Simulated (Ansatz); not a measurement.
Consider a formation energy from the elements of TaW and its elements (Ansatz 0.2.0 through its Python package).

`taw_taw.extxyz`
```text
2
Lattice="1.61412879 -2.3070255 0.0 1.61412879 2.3070255 0.0 0.0 0.0 4.52139841" Properties=species:S:1:pos:R:3 pbc="T T T"
Ta    0.00000000    0.00000000    0.00000000
W     1.61412879    0.00000000    2.26069920
```

The script reads `taw_ta.vasp`:
```text
Ta
1.0
  -1.65128000    1.65128000    1.65128000
   1.65128000   -1.65128000    1.65128000
   1.65128000    1.65128000   -1.65128000
Ta
1
Direct
   0.00000000    0.00000000    0.00000000
```

Contents of `taw_w.xyz`:
```text
1
Lattice="-1.582345 1.582345 1.582345 1.582345 -1.582345 1.582345 1.582345 1.582345 -1.582345" Properties=species:S:1:pos:R:3 pbc="T T T"
W     0.00000000    0.00000000    0.00000000
```

`formation_taw.py`:
```python
# -*- coding: utf-8 -*-
"""Heat of formation of TaW at zero temperature, after relaxing atoms and volume at fixed cell shape."""

from collections import Counter
import warnings

import ansatz
from ase.io import read
import numpy as np


def ground_state(name, crystal):
    calc = (
        crystal.calculation()
        .functional("PBEsol")
        .basis(420)
        .kpoints(spacing=0.33)
        .occupations("fermi_dirac", width=0.05)  # fractional filling near the Fermi level
        .stress()
    )
    calc = calc.relax(force_tolerance=0.02, fix_cell=["shape"])
    return calc.run(threads=1, backend="cpu")


def counts(outcome):
    return Counter(site.symbol for site in outcome.lattice.sites)

def formation_energy(outcome, mu):
    n = counts(outcome)
    return (outcome.report["energy_sigma0_ev"] - sum(k * mu[element] for element, k in n.items())) / sum(n.values())


def volume_per_atom(outcome):
    return abs(np.linalg.det(outcome.lattice.cell_ang)) / len(outcome.lattice.sites)


def main():
    warnings.simplefilter("ignore", ansatz.DeckWarning)

    phases = {}
    taw = ansatz.Crystal.from_extxyz("taw_taw.extxyz")
    phases["TaW"] = taw
    atoms = read("taw_ta.vasp", format="vasp")
    ta = ansatz.Crystal.from_ase(atoms)
    phases["Ta"] = ta
    w = ansatz.Crystal.from_extxyz("taw_w.xyz")
    phases["W"] = w

    done = {name: ground_state(name, crystal) for name, crystal in phases.items()}

    # energy of one atom in its reference phase
    references = {"Ta": "Ta", "W": "W"}
    mu = {element: done[name].report["energy_sigma0_ev"] / len(done[name].lattice.sites) for element, name in references.items()}

    target = done["TaW"]
    heat = formation_energy(target, mu)
    for element, value in mu.items():
        print(f"mu({element}) = {value:.4f} eV from {references[element]}, {volume_per_atom(done[references[element]]):.2f} A^3/atom")
    print(f"formation energy of TaW: {heat:.4f} eV/atom = {96.4853 * heat:.1f} kJ/mol of atoms")


if __name__ == "__main__":
    main()
```

Is TaW bound against its elements at this level, and by how much?

The formation energy is -0.068 eV an atom (-6.5 kJ per mole of atoms), so TaW lies below the reference phases.

The output:

```console
$ python formation_taw.py
mu(Ta) = -9806.4798 eV from Ta, 17.64 A^3/atom
mu(W) = -10256.5774 eV from W, 15.68 A^3/atom
formation energy of TaW: -0.0675 eV/atom = -6.5 kJ/mol of atoms
```

Total energies depend on the potentials; only differences at equal settings carry meaning. Spin is left out of this run. For the metals among these phases the mesh is modest: differences between phases can be off by up to 40 meV an atom. Atoms and volume are relaxed with the cell's shape held, which in cells of lower than cubic symmetry can hide stresses and shift volumes. Spin-orbit coupling, which matters for elements this heavy, is left out. The cells come from databases of deposited and of computed structures, and not all need be stable phases. The compound is the structure given, not necessarily its lowest; energies are at zero temperature, with no correction for gases. A semilocal functional's error on such energies is often 0.05 to 0.1 eV an atom, and 0.1 to 0.3 eV against gases such as O2 or F2. Hardware and time: 17 s on 1 thread of Arm Neoverse V1, on a shared host, peak memory 0.46 GiB.
